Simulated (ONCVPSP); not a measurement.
**An ONCV potential for silicon, from input to tests**

Do these settings give a usable potential? It is generated, then checked for transferability, scattering, ghosts and hardness.

The numbers are computed with ONCVPSP 4.0.1 (LDA (Perdew-Wang 92), scalar-relativistic, spin-unpolarised reference atom).

## (1) The atom and the settings

The settings as typed:

```
element                 : silicon (Si, Z = 14)
type                    : optimised norm-conserving Vanderbilt (ONCV)
frozen core             : [Ne]
valence charge          : 4
reference configuration : 3s2 3p2
partial waves           : 3s: rc 1.40 bohr, ncon 4, nbas 7, qcut 5.5 1/bohr, 1 projector; 3p: rc 1.60 bohr, ncon 4, nbas 8, qcut 6.1 1/bohr, 3 projectors, debl 0.6 Ha; d scattering state at 0.06 Ha: rc 1.25 bohr, ncon 4, nbas 7, qcut 6.9 1/bohr, 1 projector
local potential         : polynomial inside 1.10 bohr (lpopt 2, dvloc0 3 Ha)
core correction         : not asked for
```

The nodes and maxima of the atom's own shells, from an earlier all-electron run, set the scale for the radii.

All-electron outer shells of the reference configuration (LDA (PZ), scalar-relativistic, ld1.x):

```csv
shell,level (eV),outermost node (bohr),outermost maximum (bohr)
2s,-138.73,0.15,0.45
2p,-95.60,–,0.39
3s,-10.88,0.72,1.77
3p,-4.17,0.72,2.14
```

## (2) The generation run

Si.dat reads:

```
# ATOM AND REFERENCE CONFIGURATION
# atsym  z   nc   nv     iexc    psfile
  Si 14.00    3    2  -001012      upf
#
#   n    l    f
    1    0    2.00
    2    0    2.00
    2    1    6.00
    3    0    2.00
    3    1    2.00
#
# PSEUDOPOTENTIAL AND OPTIMIZATION
# lmax
    2
#
#   l,   rc,      ep,       ncon, nbas, qcut
    0    1.40    0.00    4    7    5.50
    1    1.60    0.00    4    8    6.10
    2    1.25    0.06    4    7    6.90
#
# LOCAL POTENTIAL
# lloc, lpopt,  rc(5),   dvloc0
    4    2    1.10    3.00
#
# VANDERBILT-KLEINMAN-BYLANDER PROJECTORs
# l, nproj, debl
    0    1    2.60
    1    3    0.60
    2    1    3.40
#
# MODEL CORE CHARGE
# icmod, fcfact, rcfact
    0    0.00    0.00
#
# LOG DERIVATIVE ANALYSIS
# epsh1, epsh2, depsh
   -2.00    5.00    0.02
#
# OUTPUT GRID
# rlmax, drl
    6.00    0.01
#
# TEST CONFIGURATIONS
# ncnf
    4
# nvcnf
#   n    l    f
    2
    3    0    2.00
    3    1    1.00
#
    2
    3    0    2.00
    3    1    0.00
#
    2
    3    0    1.00
    3    1    0.00
#
    2
    3    0    2.00
    3    1    1.50
#
```

Launch:

```
$ oncvpsp.x < Si.dat > Si.out
```

The output, Si.out (without the consistency checks and plot data):

```text
ONCVPSP  (Optimized Norm-Conservinng Vanderbilt PSeudopotential)
scalar-relativistic version 4.0.1

#   n    l    f        energy (Ha)
    1    0    2.00    -6.5357271E+01
    2    0    2.00    -5.0987344E+00
    2    1    6.00    -3.5135690E+00
    3    0    2.00    -3.9979966E-01
    3    1    2.00    -1.5298098E-01

Reference configufation results
  iterations    24
  all-electron total energy (Ha)   -2.88821565D+02

Begin loop to  construct optimized pseudo wave functions
and semi-local pseudopoentials for all angular momenta

Calculating optimized projector #   1

 for l=   0

    Fraction of norm inside rc  0.172444
    Optimizing pswf for qcut=   5.50 a_B^-1,  ecut=  15.14 Ha
    Residual kinetic energy error=  7.91D-04 Ha

    Energy error per electron        Cutoff
         Ha          eV             Ha
         0.01000     0.27211        4.85
         0.00100     0.02721       13.59
         0.00010     0.00272       56.02
         0.00001     0.00027       70.04

   Wellstate for l =  1  n =  4
     eigenvalue =   0.4470
     asymptotic potential =   0.9470
     half-point radius =  5.4624

   Wellstate for l =  1  n =  5
     eigenvalue =   1.0470
     asymptotic potential =   1.5470
     half-point radius =  5.8032

Calculating optimized projector #   1

 for l=   1

    Fraction of norm inside rc  0.143454
    Optimizing pswf for qcut=   6.10 a_B^-1,  ecut=  18.62 Ha
    Residual kinetic energy error=  3.88D-05 Ha

    Energy error per electron        Cutoff
         Ha          eV             Ha
         0.01000     0.27211        2.11
         0.00100     0.02721        3.33
         0.00010     0.00272       14.50
         0.00001     0.00027       66.10

Calculating optimized projector #   2

 for l=   1

    Fraction of norm inside rc  0.117879
    Optimizing pswf for qcut=   6.10 a_B^-1,  ecut=  18.62 Ha
    Residual kinetic energy error=  9.11D-04 Ha

    Energy error per electron        Cutoff
         Ha          eV             Ha
         0.01000     0.27211        2.71
         0.00100     0.02721       18.14
         0.00010     0.00272       81.49
         0.00001     0.00027      105.04

Calculating optimized projector #   3

 for l=   1

    Fraction of norm inside rc  0.096391
    Optimizing pswf for qcut=   6.10 a_B^-1,  ecut=  18.62 Ha
    Residual kinetic energy error=  1.79D-03 Ha

    Energy error per electron        Cutoff
         Ha          eV             Ha
         0.01000     0.27211        3.36
         0.00100     0.02721       21.80
         0.00010     0.00272      113.81
         0.00001     0.00027      139.03

   Wellstate for l =  2  n =  3
     eigenvalue =   0.0600
     asymptotic potential =   0.5600
     half-point radius = 20.1638

Calculating optimized projector #   1

 for l=   2

    Fraction of norm inside rc  0.003700
    Optimizing pswf for qcut=   6.90 a_B^-1,  ecut=  23.79 Ha
    Residual kinetic energy error=  2.73D-05 Ha

    Energy error per electron        Cutoff
         Ha          eV             Ha
         0.01000     0.27211        2.12
         0.00100     0.02721        8.81
         0.00010     0.00272       18.51
         0.00001     0.00027       36.32

Construct Vanderbilt / Kleinmman-Bylander projectors

B matrix Hermiticity error, ll=   1
   1   2    1.4602E-05
   1   3   -2.9180E-05
   2   3    1.4523E-05

  Orthonormal projector coefficients -5.2321E+01  1.9296E+01  8.5650E-01

Pseudoatom total energy   -3.750522

Diagnostic tests using Vanderbilt-Kleinman-Bylander pseudopotentials
  1 or more projectors used as specified by nproj input data

   l    rcore       rmatch      e in        delta e   norm test  slope test

   0   1.4082179   1.4509745  -0.3997997   0.0000005   1.0000042   0.9999966

   1   1.6062955   1.6550661  -0.1529810   0.0000020   1.0000201   1.0000144
   1   1.6062955   1.6550661   0.4470190   0.0000077   1.0000977   1.0000977
   1   1.6062955   1.6550661   1.0470190   0.0000098   1.0001210   1.0001210

   2   1.2569217   1.2950846   0.0600000   0.0000213   1.0000023   1.0000023

 Testing for bound ghosts
   n   l    E NL Schr. Eq   E Basis Diag.   E Cutoff

   1   0       -0.399799       -0.366667     62.44

       1                       -3.168062    152.14  WARNING - GHOST(-)
   2   1       -0.152979       -0.109517    152.14

 Testing for highly-localized positive-energy ghosts
       l    <radius>/rc     E Basis Diag.   E Cutoff

       1        0.960317       49.706382    152.14  WARNING - GHOST(+)

       1        0.661474       79.096715    152.14  WARNING - GHOST(+)

Test configuration 0

   n   l     f        eae           eps        diff
   1   0  2.0000  -65.35727083
   2   0  2.0000   -5.09873440
   2   1  6.0000   -3.51356899
   3   0  2.0000   -0.39979966   -0.39979920    4.51D-07
   3   1  2.0000   -0.15298098   -0.15297898    2.00D-06

    Total energies and differences
      AE_ref= -2.88821565D+02  AE_tst= -2.88821565D+02  dif=  0.00D+00
      PS_ref= -3.75052189D+00  PS_tst= -3.75052189D+00  dif=  2.22D-15
      PSP excitation error= -2.22D-15

Test configuration 1

   n   l     f        eae           eps        diff
   1   0  2.0000  -65.71359614
   2   0  2.0000   -5.44802722
   2   1  6.0000   -3.86347150
   3   0  2.0000   -0.70200597   -0.70134902    6.57D-04
   3   1  1.0000   -0.43168027   -0.43123648    4.44D-04

    Total energies and differences
      AE_ref= -2.88821565D+02  AE_tst= -2.88534085D+02  dif=  2.87D-01
      PS_ref= -3.75052189D+00  PS_tst= -3.46317331D+00  dif=  2.87D-01
      PSP excitation error=  1.31D-04

Test configuration 2

   n   l     f        eae           eps        diff
   1   0  2.0000  -66.16404174
   2   0  2.0000   -5.88265798
   2   1  6.0000   -4.29934030
   3   0  2.0000   -1.05319112   -1.04984025    3.35D-03

    Total energies and differences
      AE_ref= -2.88821565D+02  AE_tst= -2.87942142D+02  dif=  8.79D-01
      PS_ref= -3.75052189D+00  PS_tst= -2.87253357D+00  dif=  8.78D-01
      PSP excitation error=  1.43D-03

Test configuration 3

   n   l     f        eae           eps        diff
   1   0  2.0000  -66.74319790
   2   0  2.0000   -6.43666669
   2   1  6.0000   -4.85429247
   3   0  1.0000   -1.45855800   -1.44557649    1.30D-02

    Total energies and differences
      AE_ref= -2.88821565D+02  AE_tst= -2.86687571D+02  dif=  2.13D+00
      PS_ref= -3.75052189D+00  PS_tst= -1.62520959D+00  dif=  2.13D+00
      PSP excitation error=  8.68D-03

Test configuration 4

   n   l     f        eae           eps        diff
   1   0  2.0000  -65.52264547
   2   0  2.0000   -5.26156034
   2   1  6.0000   -3.67662857
   3   0  2.0000   -0.54350180   -0.54331685    1.85D-04
   3   1  1.5000   -0.28508832   -0.28498076    1.08D-04

    Total energies and differences
      AE_ref= -2.88821565D+02  AE_tst= -2.88712723D+02  dif=  1.09D-01
      PS_ref= -3.75052189D+00  PS_tst= -3.64169536D+00  dif=  1.09D-01
      PSP excitation error=  1.54D-05
```

Wall time 4.3 s (1 thread of Intel Xeon Platinum 8259CL at 2.50GHz, shared host).

All-electron and pseudo partial waves u(r) = r·R(r), from the program's wave files:

```
r (bohr)    3s AE   3s PS    3p AE   3p PS
   0.080   0.1623  0.0199  -0.0753  0.0026
   0.160  -0.0291  0.0397  -0.1796  0.0105
   0.240  -0.2182  0.0599  -0.2448  0.0234
   0.320  -0.3225  0.0820  -0.2633  0.0413
   0.400  -0.3432  0.1077  -0.2446  0.0635
   0.480  -0.3016  0.1382  -0.2001  0.0893
   0.560  -0.2198  0.1741  -0.1396  0.1179
   0.640  -0.1158  0.2144  -0.0703  0.1490
   0.720  -0.0025  0.2577   0.0026  0.1822
   0.800   0.1112  0.3028   0.0755  0.2173
   0.880   0.2196  0.3494   0.1459  0.2539
   0.960   0.3191  0.3981   0.2124  0.2910
   1.040   0.4078  0.4493   0.2740  0.3281
   1.120   0.4849  0.5025   0.3301  0.3646
   1.200   0.5504  0.5557   0.3807  0.4002
   1.280   0.6046  0.6055   0.4256  0.4350
   1.360   0.6482  0.6483   0.4650  0.4684
   1.440   0.6821  0.6821   0.4992  0.4999
   1.520   0.7069  0.7069   0.5283  0.5283
   1.600   0.7239  0.7239   0.5527  0.5527
   1.680   0.7337  0.7337   0.5728  0.5728
   1.760   0.7374  0.7374   0.5888  0.5888
   1.840   0.7357  0.7357   0.6011  0.6011
   1.920   0.7295  0.7295   0.6101  0.6101
   2.000   0.7193  0.7193   0.6160  0.6160
   2.080   0.7060  0.7060   0.6192  0.6192
```

## (3) The configuration tests of the same run

The tests as a table, with energies relative to 3s2 3p2.

| valence configuration | charge | ΔE all-electron (eV) | error AE − PS (meV) |
| --- | --- | --- | --- |
| 3s2 3p1 | +1 | 7.823 | +3.6 |
| 3s2 3p0 | +2 | 23.930 | +39 |
| 3s1 3p0 | +3 | 58.069 | +236 |
| 3s2 3p1.5 | +0.5 | 2.962 | +0.4 |

## (4) Scattering by logarithmic derivatives

Taken from the files of the generation run. The phase is arctan(r·R′/R) of the radial function R, unwrapped, with energies in Ha. A pole is an energy at which the radial function vanishes at the test radius. The pseudo phase is shifted by a multiple of π to meet the all-electron one at the reference energy. Levels narrower than the energy grid can be missing from the poles. The last column is the largest difference on the grid between −0.5 and +0.5 Ha.

| channel | radius (bohr) | reference (Ha) | poles AE | poles PS | window around the reference with phases within 0.05 rad (Ha) | largest difference near zero (rad) |
| --- | --- | --- | --- | --- | --- | --- |
| s | 1.43 | -0.40 | 4.44 | 2.26 | below 0.7 | 0.030 |
| p | 1.63 | -0.15 | 3.03 | 3.03 | the whole range | 0.000 |
| d | 1.27 | 0.06 | 4.98 | none | the whole range | 0.000 |

Phases (rad) along the scan:

```
E (Ha)    s AE    s PS    d AE    d PS
 -1.98   0.921   0.880   1.042   1.043
 -1.62   0.790   0.755   0.985   0.986
 -1.26   0.601   0.575   0.912   0.913
 -0.90   0.329   0.315   0.816   0.817
 -0.54  -0.032  -0.034   0.685   0.686
 -0.18  -0.415  -0.419   0.504   0.504
  0.18  -0.730  -0.749   0.256   0.256
  0.54  -0.952  -0.992  -0.058  -0.058
  0.90  -1.105  -1.165  -0.393  -0.391
  1.26  -1.213  -1.294  -0.686  -0.681
  1.62  -1.292  -1.398  -0.908  -0.902
  1.98  -1.353  -1.493  -1.070  -1.063
  2.34  -1.401  -1.595  -1.189  -1.180
  2.70  -1.441  -1.730  -1.278  -1.268
  3.06  -1.474  -1.980  -1.348  -1.336
  3.42  -1.503  -2.681  -1.404  -1.391
  3.78  -1.529  -3.782  -1.451  -1.436
  4.14  -1.552  -4.205  -1.491  -1.474
  4.50  -1.574  -4.371  -1.527  -1.508
  4.86  -1.595  -4.460  -1.560  -1.538
```

## (5) Convergence and ghost test

From the same output: the cutoffs (Ha) at which the residual kinetic energy of the hardest occupied pseudo-wave falls to 1 and 0.1 mHa per electron are 14 Ha and 56 Ha.

The program's own ghost test: GHOST(-) flagged for p at -86.2 eV; GHOST(+) flagged for p at 1352.6 eV, p at 2152.3 eV.

Cutoff (Ha) at which the first wave of each channel reaches a given error (Ha per electron):

```
  error     s     p     d
1.0e-02   4.9   2.1   2.1
3.2e-03   6.4   2.7   4.7
1.0e-03  13.6   3.3   8.8
3.2e-04  41.5   4.3  13.7
1.0e-04  56.0  14.5  18.5
3.2e-05  62.4  20.6  23.2
1.0e-05  70.0  66.1  36.3
```

## (6) Summary of results

| quantity | value |
| --- | --- |
| cutoffs for 1 and 0.1 mHa per electron, occupied waves | 14 Ha and 56 Ha |
| bound ghosts | p at -86.21 eV |
| GHOST(+) flags | p at 1353 eV, p at 2152 eV |
| largest test error (AE − PS) | +236 meV, for 3s1 3p0 |
| largest phase difference near zero energy, channels read | 0.030 rad |

**Reading.** A bound ghost (p) makes it unfit for use: electrons can fall into a state that the atom doesn't have. The worst unpolarised test, 3s1 3p0, is off by 236 meV on 58.1 eV; by total energies transferability rates as poor. That test lies far up in energy; among those under 40 eV, nearer to bonding, the largest error is 39 meV. By its cutoff, 14 Ha for the looser tolerance, it is soft on the atom at that tolerance. The tighter tolerance needs 56 Ha, and converged work needs a cutoff nearer that. At the looser tolerance the 3s wave is the slowest; 3p needs 3 Ha. Near zero energy the phases of the channels with partial waves agree within 0.030 rad. The program also flags highly localised states, GHOST(+) (p).
